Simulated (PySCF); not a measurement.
# GeCl2 (SMILES [Cl][Ge][Cl]): r2SCAN/STO-3G

What is the vertical ionisation energy of GeCl2 at r2SCAN/STO-3G? 

The calculation is run with PySCF 2.14.0.

4 further runs of the same task are left out: 4 set aside as unsound or not needed.

## 1. The system as given

The species is GeCl2 (3 atoms), meant as a singlet with charge 0. As SMILES, `[Cl][Ge][Cl]`. Geometry: a GFN2-xTB relaxation, a rough one for these elements and not checked as a minimum.

Bond lengths: Ge1–Cl2 2.162 Å, Ge1–Cl3 2.162 Å. Angles: Cl2–Ge1–Cl3 99.5°.

## 2. The energy at r2SCAN/STO-3G

The input, geometry.xyz:

```xyz
3
Cl2Ge
Ge     0.004890    -0.007110    -0.931180
Cl     1.647840    -0.018820     0.474730
Cl    -1.652730     0.025930     0.456450
```

The input, job.py:

```python
# GeCl2
from pyscf import gto, dft

mol = gto.M(
    atom='geometry.xyz',
    basis='sto-3g',
    verbose=3,
    max_memory=1860,
    spin=0,
)

mf = dft.RKS(mol, xc='r2scan')
mf.grids.level = 5
mf.conv_tol = 1e-10
mf.kernel()
if not mf.converged:
    mf = mf.newton().run(mf.mo_coeff, mf.mo_occ)

energy = mf.e_tot
print('E = %.10f Eh' % energy)
```

On the command line:

```
$ OMP_NUM_THREADS=1 python job.py
```

The log of the run:

```text
converged SCF energy = -2963.54830041463
E = -2963.5483004146 Eh
```

It took 6.9 s on 1 thread of Arm Neoverse V1, shared host; peak memory 0.26 GiB.

## 3. The doublet cation

The input, job.py:

```python
from pyscf import gto, dft

system = gto.M(
    atom='''
Ge       0.004890      -0.007110      -0.931180
Cl       1.647840      -0.018820       0.474730
Cl      -1.652730       0.025930       0.456450
''',
    verbose=3,
    charge=1,
    max_memory=1860,
    spin=1,
    basis='sto-3g',
)

ks = dft.UKS(system, xc='r2scan')
ks.grids.level = 5
ks.conv_tol = 1e-10
ks.kernel()
if not ks.converged:
    ks = ks.newton().run(ks.mo_coeff, ks.mo_occ)

etot = ks.e_tot
print('E(%s) = %.9f' % ('R2SCAN', etot))
```

On the command line:

```
$ OMP_NUM_THREADS=1 python job.py
```

The log of the run:

```text
WARN: HOMO -0.504580082820694 >= LUMO -0.504580082820693

converged SCF energy = -2963.24023207322  <S^2> = 0.75316812  2S+1 = 2.0031656
E(R2SCAN) = -2963.240232073
```

It took 13 s on 1 thread of Arm Neoverse V1, shared host; peak memory 0.28 GiB.

## 4. Outcome

Level: r2SCAN/STO-3G.

| quantity | value |
| --- | --- |
| singlet GeCl2: total energy | -2963.54830 Eh |
| singlet GeCl2: dipole moment | 2.04 D |
| singlet GeCl2: HOMO energy | -3.49 eV |
| singlet GeCl2: LUMO energy | -1.55 eV |
| singlet GeCl2: HOMO–LUMO gap | 1.95 eV |
| doublet cation: total energy | -2963.24023 Eh |
| doublet cation: HOMO energy (highest over α and β) | -13.13 eV |
| doublet cation: LUMO energy (lowest over α and β) | -12.15 eV |
| doublet cation: ⟨S²⟩ | 0.753 |
| vertical ionisation energy (to the doublet cation) | 8.383 eV |

**Reading.** Removing an electron at fixed nuclei costs 8.38 eV (193 kcal/mol). −ε(HOMO) before ionisation, 3.49 eV, is 4.89 eV below this ionisation energy. In a minimal basis such a difference can be off by several eV, whatever the method. Mulliken charges (singlet GeCl2) run from -0.29 on Cl2 to +0.57 on Ge1.
